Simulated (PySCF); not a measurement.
# MnH₇: relaxation and vibrations of the singlet

The task is one start of a wider search on MnH₇: the singlet, from a capped trigonal prismatic start. It is relaxed, tested by its Hessian and followed downhill if it is a saddle.

The runs use PySCF 2.14.0; BP86, basis Mn def2-TZVP, H def2-TZVP, no relativity, density fitting.

## 1. Starting geometry

8 atoms, charge 0, spin multiplicity 1.

Bond lengths: Mn1–H2 1.510 Å, Mn1–H3 1.510 Å, Mn1–H4 1.510 Å, Mn1–H5 1.510 Å, Mn1–H6 1.510 Å, Mn1–H7 1.510 Å, Mn1–H8 1.510 Å. Angles: H2–Mn1–H3 80.0°, H2–Mn1–H4 80.0°, H2–Mn1–H5 80.0°, H2–Mn1–H6 80.0°, H2–Mn1–H7 143.0°, H2–Mn1–H8 143.0°, H3–Mn1–H4 88.3°, H3–Mn1–H5 160.0°, H3–Mn1–H6 88.3°, H3–Mn1–H7 73.7°, H3–Mn1–H8 123.9°, H4–Mn1–H5 88.3°, H4–Mn1–H6 160.0°, H4–Mn1–H7 123.9°, H4–Mn1–H8 73.7°, H5–Mn1–H6 88.3°, H5–Mn1–H7 123.9°, H5–Mn1–H8 73.7° and more.

Z-matrix (Å, degrees; charge 0 multiplicity 1):
```
Mn
H  1 1.5100
H  1 1.5100 2 80.00
H  1 1.5100 2 80.00 3 -90.00
H  1 1.5100 2 80.00 3 180.00
H  1 1.5100 2 80.00 3 90.00
H  1 1.5099 2 143.00 3 45.00
H  1 1.5099 2 143.00 3 -135.00
```

## 2. Relaxation: capped trigonal prismatic start, singlet

One driver script runs all steps and calls PySCF; scf.py shows how it sets up the SCF of each step. The optimiser is the driver's own. Before each start the driver seeks the lowest SCF state from one or more starting densities and follows internal instabilities, so scf.py alone need not reach the same state.

The program finds C2v symmetry in the start, which this walk keeps. Threshold on the gradient: 0.0003 Eh/bohr, with a further test on the energy change.

scf.py

```python
from pyscf import gto, scf, dft
mol = gto.M(atom='''
Mn    -0.000000     0.000000    -0.002390
H      0.000000    -0.000000     1.507610
H      1.051500     1.051500     0.259810
H     -1.051500     1.051500     0.259810
H     -1.051500    -1.051500     0.259810
H      1.051500    -1.051500     0.259810
H      0.908700    -0.000000    -1.208290
H     -0.908700     0.000000    -1.208290''',
    basis={'Mn': 'def2-TZVP', 'H': 'def2-TZVP'},
    charge=0, spin=0)
mf = dft.RKS(mol, xc='B88,P86')
mf.grids.atom_grid = (50, 194)
aux = {'Mn': 'def2-universal-JKFIT', 'H': 'def2-universal-JKFIT'}
mf = mf.density_fit(auxbasis=aux)
mf.kernel()
```

The optimiser's trace:

```tsv
step	energy (Eh)	change (kJ/mol)	largest symmetric gradient (Eh/bohr)
0	-1155.097752	0.00	0.14479
1	-1155.126769	-76.18	0.11119
2	-1155.173092	-197.80	0.03554
3	-1155.192406	-248.51	0.02138
4	-1155.204297	-279.73	0.02145
5	-1155.221367	-324.55	0.01774
6	-1155.232188	-352.96	0.02749
7	-1155.234568	-359.21	0.02972
8	-1155.238188	-368.71	0.01162
9	-1155.239454	-372.04	0.00410
10	-1155.239986	-373.43	0.00714
11	-1155.240316	-374.30	0.00457
12	-1155.240404	-374.53	0.00087
13	-1155.240422	-374.58	0.00111
14	-1155.240427	-374.59	0.00113
15	-1155.240429	-374.60	0.00049
16	-1155.240430	-374.60	0.00008
```

The walk ran for 22 s (4 threads, shared host).

It settles in C2v symmetry, 374.6 kJ/mol below the start, after 16 steps: Mn–H 1.480 Å, Mn–H 1.504 Å (×4), Mn–H 1.558 Å (×2); H–Mn–H 60.1° (×4), H–Mn–H 62.5° (×4), H–Mn–H 69.6° (×2), H–Mn–H 85.6° (×2), H–Mn–H 98.2° (×2), H–Mn–H 125.1° (×2).

## 3. Hessian and properties

On the finer grid the gradient is checked again; gradients at displacements of ±0.01 bohr then give force constants and infrared intensities.

scf.py, as its differences from that of step 2:

```diff
@@ -3,8 +3,8 @@
-Mn    -0.000000     0.000000    -0.002390
-H      0.000000    -0.000000     1.507610
-H      1.051500     1.051500     0.259810
-H     -1.051500     1.051500     0.259810
-H     -1.051500    -1.051500     0.259810
-H      1.051500    -1.051500     0.259810
-H      0.908700    -0.000000    -1.208290
-H     -0.908700     0.000000    -1.208290''',
+Mn     0.000000     0.000000    -0.059919
+H     -0.000000    -0.000000     1.419365
+H      0.858657     1.021978     0.634008
+H     -0.858657     1.021978     0.634008
+H     -0.858657    -1.021978     0.634008
+H      0.858657    -1.021978     0.634008
+H      1.541197    -0.000000    -0.290532
+H     -1.541197     0.000000    -0.290532''',
@@ -14 +14 @@
-mf.grids.atom_grid = (50, 194)
+mf.grids.atom_grid = (75, 302)
```

This SCF starts from the last density.

Log of the central SCF (cycles and frontier levels):

```text
init E= -1155.24021104803
  HOMO = -0.23417925263552  LUMO = -0.148185249317831  gap/eV = 2.34002
cycle= 1 E= -1155.24021102884  delta_E= 1.92e-08  |g|= 0.000399  |ddm|= 0.000126
  HOMO = -0.234073168150746  LUMO = -0.148087225105583  gap/eV = 2.33980
cycle= 2 E= -1155.24020951853  delta_E= 1.51e-06  |g|= 0.00355  |ddm|= 0.0011
  HOMO = -0.23416877026409  LUMO = -0.148175485123588  gap/eV = 2.34000
cycle= 3 E= -1155.24021104816  delta_E= -1.53e-06  |g|= 2.05e-05  |ddm|= 0.000992
  HOMO = -0.234168647232588  LUMO = -0.148175414536062  gap/eV = 2.34000
cycle= 4 E= -1155.24021104827  delta_E= -1.16e-10  |g|= 7.17e-07  |ddm|= 1.94e-05
  HOMO = -0.234168627798948  LUMO = -0.148175404502286  gap/eV = 2.33999
cycle= 5 E= -1155.24021104829  delta_E= -1.23e-11  |g|= 8.18e-08  |ddm|= 6.78e-07
  HOMO = -0.23416861807018  LUMO = -0.148175393055567  gap/eV = 2.33999
Extra cycle  E= -1155.24021104829  delta_E= -5e-12  |g|= 4.51e-07  |ddm|= 1.88e-07
converged SCF energy = -1155.24021104829
```

The whole step took 40 s.

Geometry: C2v; Mn–H 1.479 Å, Mn–H 1.504 Å (×4), Mn–H 1.558 Å (×2); H–Mn–H 60.3° (×4), H–Mn–H 62.5° (×4), H–Mn–H 69.6° (×2), H–Mn–H 85.6° (×2), H–Mn–H 98.5° (×2), H–Mn–H 125.1° (×2).

Wavenumbers (cm⁻¹): 673i, 207i, 219, 485, 701, 712, 735, 836, 956, 981, 1012, 1870, 1938, 2032, 2051, 2053, 2056, 2151. These are not to be trusted: the point is only loosely found or the SCF state changes between the displacements.

## 4. Following the imaginary mode

The start is the last point, displaced along its most imaginary mode.

The program finds C2 symmetry in the start, which this walk keeps. The walk stops when the largest gradient is under 0.0003 Eh/bohr and the energy has settled too.

scf.py, as its differences from that of step 3:

```diff
@@ -3,8 +3,8 @@
-Mn     0.000000     0.000000    -0.059919
-H     -0.000000    -0.000000     1.419365
-H      0.858657     1.021978     0.634008
-H     -0.858657     1.021978     0.634008
-H     -0.858657    -1.021978     0.634008
-H      0.858657    -1.021978     0.634008
-H      1.541197    -0.000000    -0.290532
-H     -1.541197     0.000000    -0.290532''',
+Mn     0.000000     0.000000    -0.061676
+H     -0.000000    -0.000000     1.417608
+H      0.932929     1.002683     0.575499
+H     -0.784385     1.041272     0.689003
+H     -0.932929    -1.002683     0.575499
+H      0.784385    -1.041272     0.689003
+H      1.541197     0.120000    -0.292289
+H     -1.541197    -0.120000    -0.292289''',
@@ -14 +14 @@
-mf.grids.atom_grid = (75, 302)
+mf.grids.atom_grid = (50, 194)
```

Energy and gradient, step by step:

```tsv
step	energy (Eh)	change (kJ/mol)	largest symmetric gradient (Eh/bohr)
0	-1155.242198	0.00	0.00336
1	-1155.242541	-0.90	0.00366
2	-1155.242941	-1.95	0.00399
3	-1155.243412	-3.19	0.00434
4	-1155.243967	-4.64	0.00470
5	-1155.244621	-6.36	0.00508
6	-1155.245388	-8.38	0.00547
7	-1155.246281	-10.72	0.00586
8	-1155.247309	-13.42	0.00622
9	-1155.248470	-16.47	0.00651
10	-1155.249740	-19.80	0.00667
11	-1155.251070	-23.29	0.00663
12	-1155.255265	-34.31	0.00425
13	-1155.255664	-35.35	0.00620
14	-1155.255983	-36.19	0.00660
15	-1155.256475	-37.48	0.00555
16	-1155.256914	-38.64	0.00443
17	-1155.257026	-38.93	0.00354
18	-1155.257124	-39.19	0.00141
19	-1155.257159	-39.28	0.00078
20	-1155.257177	-39.33	0.00078
21	-1155.257189	-39.36	0.00098
22	-1155.257196	-39.38	0.00079
23	-1155.257200	-39.39	0.00044
24	-1155.257202	-39.39	0.00016
```

The walk took 31 s.

After 24 steps and 39.4 kJ/mol it ends at C2: H–H 0.917 Å (×2), Mn–H 1.488 Å, Mn–H 1.517 Å (×2), Mn–H 1.592 Å (×2), Mn–H 1.632 Å (×2); H–H–Mn 71.1° (×2), H–H–Mn 75.9° (×2), H–Mn–H 33.0° (×2), H–Mn–H 56.1° (×2), H–Mn–H 72.0° (×2), H–Mn–H 75.9° (×2).

## 5. Vibrations and properties at this point

As before: finer grid, then central differences.

scf.py, as its differences from that of step 4:

```diff
@@ -3,8 +3,8 @@
-Mn     0.000000     0.000000    -0.061676
-H     -0.000000    -0.000000     1.417608
-H      0.932929     1.002683     0.575499
-H     -0.784385     1.041272     0.689003
-H     -0.932929    -1.002683     0.575499
-H      0.784385    -1.041272     0.689003
-H      1.541197     0.120000    -0.292289
-H     -1.541197    -0.120000    -0.292289''',
+Mn     0.000000    -0.000000    -0.057834
+H     -0.000000     0.000000     1.429787
+H      1.169370     1.008816     0.333806
+H     -0.598965     1.110330     0.785278
+H     -1.169370    -1.008816     0.333806
+H      0.598965    -1.110330     0.785278
+H      1.561257     0.428483    -0.260054
+H     -1.561257    -0.428483    -0.260054''',
@@ -14 +14 @@
-mf.grids.atom_grid = (50, 194)
+mf.grids.atom_grid = (75, 302)
```

SCF at the final geometry:

```text
init E= -1155.25714060401
  HOMO = -0.184571487501931  LUMO = -0.11725156691549  gap/eV = 1.83187
cycle= 1 E= -1155.25714060374  delta_E= 2.65e-10  |g|= 3.42e-05  |ddm|= 7e-05
  HOMO = -0.184567915791944  LUMO = -0.117248650768035  gap/eV = 1.83185
cycle= 2 E= -1155.2571406017  delta_E= 2.05e-09  |g|= 0.000116  |ddm|= 0.000131
  HOMO = -0.18457376258891  LUMO = -0.117253468243423  gap/eV = 1.83188
cycle= 3 E= -1155.25714060272  delta_E= -1.03e-09  |g|= 9.97e-05  |ddm|= 8.25e-05
  HOMO = -0.184571025301387  LUMO = -0.117251194749164  gap/eV = 1.83187
cycle= 4 E= -1155.25714060412  delta_E= -1.4e-09  |g|= 8.1e-07  |ddm|= 4.8e-05
  HOMO = -0.184571031759356  LUMO = -0.11725119771613  gap/eV = 1.83187
cycle= 5 E= -1155.25714060412  delta_E= -6.82e-13  |g|= 8.4e-08  |ddm|= 6.73e-07
  HOMO = -0.184571005206108  LUMO = -0.117251177711185  gap/eV = 1.83187
Extra cycle  E= -1155.25714060413  delta_E= -4.77e-12  |g|= 7.01e-07  |ddm|= 2.89e-07
converged SCF energy = -1155.25714060413
```

The whole step took 50 s.

Geometry: C2; H–H 0.918 Å (×2), Mn–H 1.488 Å, Mn–H 1.517 Å (×2), Mn–H 1.593 Å (×2), Mn–H 1.632 Å (×2); H–H–Mn 71.2° (×2), H–H–Mn 75.8° (×2), H–Mn–H 33.1° (×2), H–Mn–H 56.2° (×2), H–Mn–H 71.9° (×2), H–Mn–H 75.8° (×2).

Modes, for the most abundant isotopes:

| symmetry | ω (cm⁻¹) | IR (km/mol) | μ (u) |
| --- | --- | --- | --- |
| b | 185 | 5.7 | 1.01 |
| b | 332 | 123 | 1.01 |
| a | 584 | 2.0 | 1.03 |
| b | 594 | 64.1 | 1.04 |
| b | 632 | 39.5 | 1.02 |
| a | 797 | 1.0 | 1.02 |
| a | 825 | 0.1 | 1.01 |
| a | 845 | 117 | 1.06 |
| b | 902 | 74.2 | 1.05 |
| b | 1026 | 281 | 1.06 |
| a | 1183 | 27.7 | 1.01 |
| a | 1870 | 0.3 | 1.01 |
| b | 1890 | 45.4 | 1.01 |
| a | 1958 | 15.3 | 1.02 |
| b | 1979 | 133 | 1.03 |
| a | 2106 | 2.6 | 1.02 |
| a | 2358 | 92.7 | 1.01 |
| b | 2412 | 506 | 1.02 |

Every mode is real; the point is a minimum.

Constants and moments:

```
Dipole moment                                                   : 1.86 D
Highest occupied level                                          : -5.02 eV
Lowest empty level                                              : -3.19 eV
Rotational constants                                            : 2.235, 1.268, 1.253 cm⁻¹
Zero-point energy                                               : 134.5 kJ/mol
Principal polarisabilities                                      : 32.7, 41.9, 52.5 bohr³
Atomisation energy without zero-point energy                    : 1662 kJ/mol
Principal traceless quadrupole moments about the centre of mass : -3.41, 1.69, 1.72 D Å
Entropy at 298.15 K and 1 bar                                   : 257.0 J/(mol K)
Heat capacity Cp at 298.15 K                                    : 73.1 J/(mol K)
Enthalpy at 298.15 K above 0 K                                  : 14.56 kJ/mol
Rotational symmetry number                                      : 2
```

Charges (e) and bond orders:

| atom | Mulliken | Löwdin | polar tensor | Mayer order to Mn1 |
| --- | --- | --- | --- | --- |
| Mn1 | -0.49 | -0.69 | -0.33 | – |
| H2 | 0.11 | 0.13 | 0.09 | 0.78 |
| H3,5 | 0.12 | 0.13 | 0.20 | 0.49 |
| H4,6 | 0.01 | 0.06 | -0.09 | 0.90 |
| H7,8 | 0.06 | 0.09 | 0.02 | 0.53 |

Mulliken populations on Mn1: s 6.58, p 12.47, d 6.44, f 0.00.

## 6. Summary of results

| quantity | value |
| --- | --- |
| minimum | singlet, C2 |
| geometry | H–H 0.918 Å (×2), Mn–H 1.488 Å, Mn–H 1.517 Å (×2), Mn–H 1.593 Å (×2), Mn–H 1.632 Å (×2); H–H–Mn 71.2° (×2), H–H–Mn 75.8° (×2), H–Mn–H 33.1° (×2), H–Mn–H 56.2° (×2), H–Mn–H 71.9° (×2), H–Mn–H 75.8° (×2) |
| wavenumbers (cm⁻¹) | 185 (b), 332 (b), 584 (a), 594 (b), 632 (b), 797 (a), 825 (a), 845 (a), 902 (b), 1026 (b), 1183 (a), 1870 (a), 1890 (b), 1958 (a), 1979 (b), 2106 (a), 2358 (a), 2412 (b) |
| dipole moment | 1.86 D |
| highest occupied, lowest empty level | -5.02, -3.19 eV |
| polar-tensor charge of Mn1 | -0.33 e |
| zero-point energy | 134.5 kJ/mol |
| entropy at 298.15 K | 257.0 J/(mol K) |
| atomisation energy (no zero-point energy) | 1662 kJ/mol |

**Reading.** The capped trigonal prismatic start (C2v) ends in a minimum of C2 symmetry. In the infrared the band at 2412 cm⁻¹ (b) leads. Other starts or spin states, not run here, may lie lower. Whether spin polarisation would lower the closed shell was not checked.

The search up to here ran for 2.5 min (4 threads, shared host).
